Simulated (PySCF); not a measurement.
# C3H8OSi: a tour of settings

Aim: see how C3H8OSi (`[SiH3]C[C@H]1CO1`) answers to the choice of functional, basis, grid and SCF options, and what happens with inputs that are wrong on purpose.

Computed with PySCF 2.14.0, with density-fitted response routines of our own, on a single molecule in the gas phase. Atoms count from 0, in the outputs and in this text.

## (1) The molecule as given

13 atoms, charge 0, multiplicity 1; geometry from: GFN2-xTB.

Bonds of the start (Å): Si0–C1 1.90, C1–C2 1.50, C2–C3 1.46, C3–O4 1.40, O4–C2 1.40, Si0–H5 1.46, Si0–H6 1.46, Si0–H7 1.46, C1–H8 1.09, C1–H9 1.09, C2–H10 1.09, C3–H11 1.08, C3–H12 1.08.

## (2) Shielding tensors: PBE0/pcSseg-1

Job settings and geometry (Å):

```
{"job": {"kind": "nmr", "xc": "PBE0", "basis": "pcSseg-1"}, "charge": 0, "multiplicity": 1}
Si     1.828543     0.214609     0.281999
C      0.369022    -0.401678    -0.773945
C     -0.881860    -0.587777     0.041380
C     -1.785327     0.529645     0.318413
O     -2.123467    -0.475311    -0.595446
H      2.999871     0.345699    -0.583851
H      2.095823    -0.750774     1.349370
H      1.485749     1.509528     0.871632
H      0.621452    -1.350988    -1.249553
H      0.158020     0.303797    -1.578984
H     -0.831579    -1.384744     0.781748
H     -2.366640     0.547023     1.233377
H     -1.573997     1.501458    -0.113869
```

With the program's defaults for keys left out, this is: GIAO PBE0/pcSseg-1 NMR shielding, non-relativistic, gas phase.

On the command line:

```bash
$ OMP_NUM_THREADS=1 python probes_run.py task.json out
```

The driver reads the jobs from task.json and runs them one after another.

What it wrote:

```text
coarse grid: 10928 points
cycle   1  E = -483.3140594234  dE =  5.612e-01  |g| = 5.587e-01  |ddm| = 3.105e+00
cycle   2  E = -483.2342398302  dE =  7.982e-02  |g| = 8.699e-01  |ddm| = 1.105e+00
cycle   3  E = -483.3754127007  dE = -1.412e-01  |g| = 8.367e-02  |ddm| = 7.198e-01
cycle   4  E = -483.3765737986  dE = -1.161e-03  |g| = 3.531e-02  |ddm| = 7.548e-02
cycle   5  E = -483.3768706658  dE = -2.969e-04  |g| = 5.730e-03  |ddm| = 3.269e-02
cycle   6  E = -483.3768774192  dE = -6.753e-06  |g| = 2.219e-03  |ddm| = 6.623e-03
final grid: 99736 points
cycle   7  E = -483.4164033173  dE = -1.826e-05  |g| = 1.055e-02  |ddm| = 2.148e-02
cycle   8  E = -483.4163707350  dE =  3.258e-05  |g| = 1.687e-02  |ddm| = 1.761e-02
cycle   9  E = -483.4164248465  dE = -5.411e-05  |g| = 1.122e-03  |ddm| = 1.102e-02
cycle  10  E = -483.4164251146  dE = -2.680e-07  |g| = 1.808e-04  |ddm| = 1.047e-03
cycle  11  E = -483.4164251213  dE = -6.740e-09  |g| = 6.309e-05  |ddm| = 2.127e-04
cycle  12  E = -483.4164251222  dE = -8.424e-10  |g| = 1.912e-05  |ddm| = 5.726e-05
converged SCF energy = -483.4164251222

GIAO shielding tensors (ppm)
atom      isotropic    diamagn.    paramagn.     s11        s22        s33       span
  0 Si     426.151     879.702    -453.552    397.472    415.986    464.993     67.521
  1 C      171.062     251.429     -80.367    149.087    168.084    196.015     46.928
  2 C      138.744     248.288    -109.545     81.701    148.928    185.603    103.902
  3 C      141.689     252.178    -110.489     98.687    146.263    180.117     81.430
  4 O      305.767     396.977     -91.210    138.873    362.554    415.876    277.002
  5 H       27.818      28.641      -0.823     24.469     25.367     33.619      9.150
  6 H       27.853      29.149      -1.295     24.604     26.069     32.888      8.284
  7 H       27.966      29.423      -1.456     24.320     26.877     32.703      8.383
  8 H       30.058      30.203      -0.145     25.511     28.452     36.210     10.699
  9 H       31.328      31.283       0.045     26.566     29.901     37.516     10.950
 10 H       29.058      30.820      -1.762     21.993     27.985     37.196     15.203
 11 H       29.196      29.698      -0.502     23.993     26.145     37.448     13.455
 12 H       29.619      31.106      -1.487     25.103     27.837     35.917     10.814
```

Wall time 16 s (1 thread of Intel Xeon Platinum 8259CL at 2.50GHz, shared host); peak memory 0.63 GiB.

The references, computed at this level on geometries of the same kind, shield at (ppm): 1H TMS 31.72, 13C TMS 186.9, 29Si TMS 349.2, 17O H2O 336.1. Their shielding less the atom's gives the shift. The references are single molecules in the gas phase, so shifts against H2O, NH3, PH3, H3PO4 or CFCl3 are not on the usual liquid scales and can be off by tens of ppm. Atoms listed in one row are averaged.

| atoms | environment | σ (ppm) | δ (ppm) | δ scaled to CDCl3 |
| --- | --- | --- | --- | --- |
| C2 | epoxide ring carbon | 138.7 | 48.2 | 45.1 |
| C3 | epoxide ring carbon | 141.7 | 45.2 | 42.2 |
| C1 | sp3 CH2 bonded to Si | 171.1 | 15.9 | 13.6 |
| H5, H6, H7 | hydrogen on a silicon bonded to C | 27.88 | 3.84 | – |
| H10 | hydrogen on an epoxide ring carbon | 29.06 | 2.66 | 2.61 |
| H11 | hydrogen on an epoxide ring carbon | 29.20 | 2.52 | 2.48 |
| H12 | hydrogen on an epoxide ring carbon | 29.62 | 2.10 | 2.08 |
| H8 | hydrogen on an sp3 CH2 bonded to Si | 30.06 | 1.66 | 1.67 |
| H9 | hydrogen on an sp3 CH2 bonded to Si | 31.33 | 0.39 | 0.47 |
| Si0 | silicon bonded to C, 3 H | 426.2 | -77.0 | – |
| O4 | ether oxygen | 305.8 | 30.3 | – |

The scaled column applies a straight-line fit of computed shieldings to shifts measured in CDCl3 (root-mean-square error 0.16 ppm for H, 1.9 ppm for C).

The run also stored atomic charges by several schemes (e):

| atoms | Mulliken | IAO | Hirshfeld | ESP fit |
| --- | --- | --- | --- | --- |
| Si0 | 0.50 | 0.60 | 0.32 | 0.38 |
| C1 | -0.46 | -0.55 | -0.16 | -0.48 |
| C2 | -0.07 | 0.07 | 0.02 | 0.11 |
| C3 | 0.03 | -0.10 | -0.02 | -0.14 |
| O4 | -0.41 | -0.40 | -0.17 | -0.30 |

Mayer bond orders: Si0–C1 0.91, C1–C2 1.02, C2–C3 1.02, C3–O4 0.94, O4–C2 0.92.

Ring of atoms C2, C3, O4: NICS(0) -46.9, NICS(1) -6.1, NICS(1)zz -21.2 ppm (means of both faces).

In rings of three or four atoms NICS is ruled by the nearby σ bonds, so it says little on aromaticity.

## (3) Excited states and response: PBE0/def2-SVPD

Same as in step 2 but for these lines:

```diff
@@ -1,2 +1,2 @@
-{"job": {"kind": "nmr", "xc": "PBE0", "basis": "pcSseg-1"}, "charge": 0, "multiplicity": 1}
+{"job": {"kind": "uv", "xc": "PBE0", "basis": "def2-SVPD", "nstates": 6, "ntriplets": 2}, "charge": 0, "multiplicity": 1}
 Si     1.828543     0.214609     0.281999
```

With the program's defaults for keys left out, this is: TDDFT PBE0/def2-SVPD, vertical, gas phase, core orbitals frozen in the response.

What it wrote:

```text
coarse grid: 10928 points
cycle   1  E = -483.1025549822  dE =  5.214e-01  |g| = 5.246e-01  |ddm| = 4.507e+00
cycle   2  E = -483.0155046660  dE =  8.705e-02  |g| = 8.575e-01  |ddm| = 1.503e+00
cycle   3  E = -483.1599001201  dE = -1.444e-01  |g| = 8.285e-02  |ddm| = 8.967e-01
cycle   4  E = -483.1610824797  dE = -1.182e-03  |g| = 3.548e-02  |ddm| = 1.335e-01
cycle   5  E = -483.1613943889  dE = -3.119e-04  |g| = 5.606e-03  |ddm| = 5.289e-02
cycle   6  E = -483.1614013359  dE = -6.947e-06  |g| = 2.167e-03  |ddm| = 1.131e-02
final grid: 99736 points
cycle   7  E = -483.2304235897  dE = -2.036e-05  |g| = 9.886e-03  |ddm| = 8.421e-02
cycle   8  E = -483.2303925629  dE =  3.103e-05  |g| = 1.598e-02  |ddm| = 2.683e-02
cycle   9  E = -483.2304438866  dE = -5.132e-05  |g| = 1.233e-03  |ddm| = 1.656e-02
cycle  10  E = -483.2304442384  dE = -3.518e-07  |g| = 1.491e-04  |ddm| = 1.600e-03
cycle  11  E = -483.2304442429  dE = -4.471e-09  |g| = 7.108e-05  |ddm| = 3.826e-04
cycle  12  E = -483.2304442441  dE = -1.191e-09  |g| = 1.810e-05  |ddm| = 1.227e-04
cycle  13  E = -483.2304442441  dE = -7.765e-11  |g| = 2.482e-06  |ddm| = 3.495e-05
converged SCF energy = -483.2304442441

Static polarisability (au): isotropic 65.540, principal 58.639 62.442 75.538

Singlet excitations
state   eV       nm        f      main configurations
  1   7.2721    170.5   0.01136   H->L 0.97
  2   7.7518    159.9   0.05606   H->L+1 0.53, H->L+2 0.34
  3   7.8385    158.2   0.00596   H-1->L 0.91
  4   7.9799    155.4   0.01114   H->L+4 0.39, H->L+3 0.32, H->L+6 0.12
  5   8.0034    154.9   0.01879   H->L+2 0.59, H->L+1 0.33
  6   8.1366    152.4   0.00716   H->L+5 0.61, H->L+4 0.16, H->L+6 0.14

Triplet excitations (Tamm-Dancoff, eV): 7.0960 7.4365
```

It took 22 s on 1 thread of Intel Xeon Platinum 8259CL at 2.50GHz, shared host; peak memory 0.72 GiB.

Frontier orbitals and where they lie:

| orbital | eV | atoms |
| --- | --- | --- |
| HOMO−3 | -9.77 | Si0 34 %, H7 26 %, H6 12 % |
| HOMO−2 | -9.59 | C1 26 %, Si0 22 %, H6 16 % |
| HOMO−1 | -8.50 | O4 28 %, C3 21 %, C2 20 % |
| HOMO | -7.87 | O4 60 %, C3 8 %, C1 8 % |
| LUMO | 0.42 | Si0 37 %, C1 9 %, H5 8 % |
| LUMO+1 | 0.86 | Si0 44 %, H7 12 %, H5 12 % |
| LUMO+2 | 1.16 | Si0 42 %, H6 12 %, H7 12 % |

With each of the 6 states as a Gaussian band of 0.4 eV half-width at 1/e, the curve within the window shown has maxima at 158 nm (ε 3,700) L/(mol cm). Beyond the last state computed it falls off for lack of states. The curve at chosen wavelengths:

| nm | ε (L/mol/cm) |
| --- | --- |
| 147 | 670 |
| 149 | 1201 |
| 150 | 1527 |
| 152 | 2248 |
| 153 | 2608 |
| 155 | 3230 |
| 156 | 3455 |
| 158 | 3672 |
| 159 | 3655 |
| 161 | 3397 |
| 162 | 3179 |
| 164 | 2646 |
| 165 | 2363 |
| 167 | 1822 |
| 168 | 1581 |
| 170 | 1173 |
| 171 | 1005 |
| 173 | 733 |
| 174 | 623 |
| 176 | 445 |
| 177 | 372 |
| 179 | 255 |
| 180 | 208 |
| 182 | 134 |
| 183 | 105 |
| 185 | 63 |

Further results of this job:

| property | computed |
| --- | --- |
| dipole moment (D) | 1.45 |
| polarisability (Å³) | 9.71 |
| HOMO–LUMO gap (eV) | 8.30 |
| −ε(HOMO) (eV) | 7.87 |

## (4) TDDFT and polarisability: LC-wPBE/def2-SVPD

Same as in step 3 but for these lines:

```diff
@@ -1,2 +1,2 @@
-{"job": {"kind": "uv", "xc": "PBE0", "basis": "def2-SVPD", "nstates": 6, "ntriplets": 2}, "charge": 0, "multiplicity": 1}
+{"job": {"kind": "uv", "xc": "LC-wPBE", "basis": "def2-SVPD", "nstates": 12, "ntriplets": 5, "tda": false}, "charge": 0, "multiplicity": 1}
 Si     1.828543     0.214609     0.281999
```

With the program's defaults for keys left out, this is: TDDFT LC-wPBE/def2-SVPD, vertical, gas phase, core orbitals frozen in the response.

What it wrote:

```text
coarse grid: 10928 points
cycle   1  E = -483.2013809207  dE =  7.561e-01  |g| = 6.151e-01  |ddm| = 4.418e+00
cycle   2  E = -483.1962325282  dE =  5.148e-03  |g| = 7.065e-01  |ddm| = 1.304e+00
cycle   3  E = -483.2847048066  dE = -8.847e-02  |g| = 5.318e-02  |ddm| = 6.848e-01
cycle   4  E = -483.2854140049  dE = -7.092e-04  |g| = 1.900e-02  |ddm| = 1.301e-01
cycle   5  E = -483.2855135300  dE = -9.953e-05  |g| = 5.555e-03  |ddm| = 4.839e-02
cycle   6  E = -483.2855227991  dE = -9.269e-06  |g| = 7.670e-04  |ddm| = 1.431e-02
final grid: 99736 points
cycle   7  E = -483.3739182322  dE = -2.634e-05  |g| = 4.134e-03  |ddm| = 5.546e-02
cycle   8  E = -483.3739192592  dE = -1.027e-06  |g| = 4.026e-03  |ddm| = 1.086e-02
cycle   9  E = -483.3739223999  dE = -3.141e-06  |g| = 5.639e-04  |ddm| = 4.314e-03
cycle  10  E = -483.3739224765  dE = -7.661e-08  |g| = 2.014e-04  |ddm| = 9.615e-04
cycle  11  E = -483.3739224912  dE = -1.473e-08  |g| = 3.527e-05  |ddm| = 5.067e-04
cycle  12  E = -483.3739224918  dE = -6.432e-10  |g| = 1.458e-05  |ddm| = 1.138e-04
converged SCF energy = -483.3739224918

Static polarisability (au): isotropic 63.540, principal 57.214 60.838 72.570

Singlet excitations
state   eV       nm        f      main configurations
  1   8.3369    148.7   0.01329   H->L+4 0.26, H->L+1 0.25, H->L 0.18
  2   8.5820    144.5   0.02056   H->L 0.30, H->L+6 0.15, H->L+3 0.10
  3   8.7038    142.4   0.03779   H->L+4 0.28, H->L+9 0.13, H->L+2 0.10
  4   8.9211    139.0   0.03403   H-1->L 0.32, H->L+2 0.23, H-1->L+1 0.18
  5   9.0036    137.7   0.00613   H->L+3 0.40, H->L+4 0.12, H-1->L 0.09
  6   9.2131    134.6   0.00791   H->L+2 0.22, H-1->L+4 0.12, H->L+3 0.10
  7   9.2619    133.9   0.02456   H-1->L+4 0.15, H-1->L+3 0.14, H->L+3 0.10
  8   9.2909    133.4   0.01360   H-3->L+1 0.24, H->L+5 0.09, H-2->L+1 0.09
  9   9.3991    131.9   0.05709   H-4->L+1 0.22, H-4->L 0.09
 10   9.4437    131.3   0.01502   H-1->L+2 0.12, H-1->L+4 0.12, H-4->L+1 0.11
 11   9.5247    130.2   0.00024   H->L+5 0.29, H-1->L+5 0.13, H-2->L+5 0.09
 12   9.5989    129.2   0.21689   H-1->L+2 0.28, H-1->L+1 0.10

Triplet excitations (Tamm-Dancoff, eV): 8.0147 8.1013 8.2462 8.4390 8.5208
```

Wall time 40 s (1 thread of Intel Xeon Platinum 8259CL at 2.50GHz, shared host); peak memory 0.71 GiB.

This run: HOMO -10.62 eV, LUMO 2.10 eV; lowest singlet 8.34 eV.

## (5) Shielding tensors: PBE/pcSseg-1

Same as in step 4 but for these lines:

```diff
@@ -1,4 +1,4 @@
-{"job": {"kind": "uv", "xc": "LC-wPBE", "basis": "def2-SVPD", "nstates": 12, "ntriplets": 5, "tda": false}, "charge": 0, "multiplicity": 1}
+{"job": {"kind": "nmr", "xc": "PBE", "basis": "pcSseg-1", "pop": true, "scf": {"max_cycle": 89}}, "charge": 0, "multiplicity": 1}
 Si     1.828543     0.214609     0.281999
-C      0.369022    -0.401678    -0.773945
+C     -2.550020    -1.634252    -2.885833
 C     -0.881860    -0.587777     0.041380
```

Method: GIAO PBE/pcSseg-1 NMR shielding, non-relativistic, gas phase.

What it wrote:

```text
final grid: 99736 points
cycle   1  E = -481.9877991445  dE =  8.952e-01  |g| = 1.125e+00  |ddm| = 3.483e+00
cycle   2  E = -474.2938927705  dE =  7.694e+00  |g| = 4.504e+00  |ddm| = 4.111e+00
cycle   3  E = -477.3404678196  dE = -3.047e+00  |g| = 3.057e+00  |ddm| = 1.804e+00
cycle   4  E = -477.7134090664  dE = -3.729e-01  |g| = 3.029e+00  |ddm| = 1.111e+00
cycle   5  E = -479.8044022384  dE = -2.091e+00  |g| = 2.689e+00  |ddm| = 1.564e+00
cycle   6  E = -479.9831169259  dE = -1.787e-01  |g| = 2.592e+00  |ddm| = 2.227e-01
cycle   7  E = -480.0193841088  dE = -3.627e-02  |g| = 2.574e+00  |ddm| = 7.304e-02
cycle   8  E = -480.7176749506  dE = -6.983e-01  |g| = 2.091e+00  |ddm| = 3.866e-01
cycle   9  E = -482.1905106687  dE = -1.473e+00  |g| = 1.075e+00  |ddm| = 1.871e+00
cycle  10  E = -477.2502329043  dE =  4.940e+00  |g| = 1.930e+00  |ddm| = 4.042e+00
[... 69 cycles left out ...]
cycle  80  E = -482.1687067583  dE = -2.612e-01  |g| = 1.044e+00  |ddm| = 1.165e+00
cycle  81  E = -482.2137303753  dE = -4.502e-02  |g| = 9.879e-01  |ddm| = 5.481e-01
cycle  82  E = -482.2266725897  dE = -1.294e-02  |g| = 9.817e-01  |ddm| = 1.239e-01
cycle  83  E = -482.6165373251  dE = -3.899e-01  |g| = 3.966e-01  |ddm| = 1.217e+00
cycle  84  E = -481.6883757114  dE =  9.282e-01  |g| = 1.078e+00  |ddm| = 3.570e+00
cycle  85  E = -482.3812834153  dE = -6.929e-01  |g| = 8.427e-01  |ddm| = 1.243e+00
cycle  86  E = -482.0639587093  dE =  3.173e-01  |g| = 1.024e+00  |ddm| = 2.318e+00
cycle  87  E = -482.5821289671  dE = -5.182e-01  |g| = 4.097e-01  |ddm| = 1.268e+00
cycle  88  E = -481.9101452852  dE =  6.720e-01  |g| = 9.425e-01  |ddm| = 3.179e+00
cycle  89  E = -481.9436298671  dE = -3.348e-02  |g| = 9.932e-01  |ddm| = 2.001e+00
SCF not converged, last energy = -481.9436298671
```

It took 92 s on 1 thread of Intel Xeon Platinum 8259CL at 2.50GHz, shared host; peak memory 0.48 GiB.

Diagnosis: After 89 cycles the gradient is still 9.9e-01, on a distorted geometry. The remedy is to go back to the standard guess, DIIS and geometry, then add damping if needed. Numbers printed on the way are no properties of the molecule.

## (6) Shielding tensors: B3LYP/def2-TZVP

Same as in step 5 but for these lines:

```diff
@@ -1,4 +1,4 @@
-{"job": {"kind": "nmr", "xc": "PBE", "basis": "pcSseg-1", "pop": true, "scf": {"max_cycle": 89}}, "charge": 0, "multiplicity": 1}
+{"job": {"kind": "nmr", "xc": "B3LYP", "basis": "def2-TZVP", "pop": true, "scf": {"max_cycle": 5}}, "charge": 0, "multiplicity": 1}
 Si     1.828543     0.214609     0.281999
-C     -2.550020    -1.634252    -2.885833
+C      0.369022    -0.401678    -0.773945
 C     -0.881860    -0.587777     0.041380
```

Level: GIAO B3LYP/def2-TZVP NMR shielding, non-relativistic, gas phase.

What it wrote:

```text
final grid: 99736 points
cycle   1  E = -483.8262280186  dE =  5.280e-01  |g| = 6.504e-01  |ddm| = 2.610e+00
cycle   2  E = -483.6629886173  dE =  1.632e-01  |g| = 1.135e+00  |ddm| = 2.089e+00
cycle   3  E = -483.9056156910  dE = -2.426e-01  |g| = 1.244e-01  |ddm| = 1.636e+00
cycle   4  E = -483.9081170900  dE = -2.501e-03  |g| = 5.385e-02  |ddm| = 1.044e-01
cycle   5  E = -483.9087925317  dE = -6.754e-04  |g| = 9.242e-03  |ddm| = 4.212e-02
SCF not converged, last energy = -483.9087925317
```

It took 10 s on 1 thread of Intel Xeon Platinum 8259CL at 2.50GHz, shared host; peak memory 0.72 GiB.

**What went wrong.** The cap of 5 cycles ended the SCF at a gradient of 9.2e-03. The remedy is to raise the cap. Numbers printed on the way are no properties of the molecule.

## (7) Comparing the runs: electronic excitations

Excitations and ground-state properties, with basis size and wall time:

| run | lowest singlet (eV) | brightest (eV) | f | gap (eV) | α (Å³) | μ (D) | functions | time |
| --- | --- | --- | --- | --- | --- | --- | --- | --- |
| PBE0/def2-SVPD | 7.27 | 7.75 | 0.056 | 8.30 | 9.71 | 1.45 | 171 | 22 s |
| LC-wPBE/def2-SVPD | 8.34 | 9.60 | 0.217 | 12.72 | 9.42 | 1.57 | 171 | 40 s |

## (8) Outcome

| quantity | value |
| --- | --- |
| 13C shifts against TMS (PBE0/pcSseg-1) | 48.2, 45.2, 15.9 ppm |
| 1H shifts against TMS (PBE0/pcSseg-1, means over atoms taken as alike) | 3.84, 2.66, 2.52, 2.10, 1.66, 0.39 ppm |
| 29Si shifts against TMS (PBE0/pcSseg-1) | -77.0 ppm |
| 17O shifts against H2O (PBE0/pcSseg-1) | 30.3 ppm |
| lowest singlet (PBE0/def2-SVPD) | 7.27 eV (170 nm), f = 0.011 |
| brightest single state of those computed | state 2, 7.75 eV, f = 0.056 |
| lowest triplet | 7.10 eV |
| range of the lowest singlet | 7.27 to 8.34 eV |
| property runs in this session | 5, of which 2 failed and 0 gave unsound results |

**Reading.** Single values in the summary come from the first run of each kind that ended normally (PBE0/pcSseg-1; PBE0/def2-SVPD), which need not be the best level. At PBE0/pcSseg-1: The largest span, 277 ppm, is at O4, where the paramagnetic term is -91 ppm. The lowest singlet, at 7.27 eV, is HOMO→LUMO 0.97 and is weak; of the 6 states computed, the strongest absorption comes from state 2 at 7.75 eV. The lowest triplet lies 0.18 eV below the lowest singlet (triplets in Tamm-Dancoff, singlets in full TDDFT). The lowest singlet runs from 7.27 eV (PBE0/def2-SVPD) to 8.34 eV (LC-wPBE/def2-SVPD), while the orbital gap spans 8.30 to 12.72 eV: the excitation energy moves far less from run to run than the orbital gap does. The lowest state need not be the same one in every run. The runs solved for a few states only, so the brightest column depends on that window.
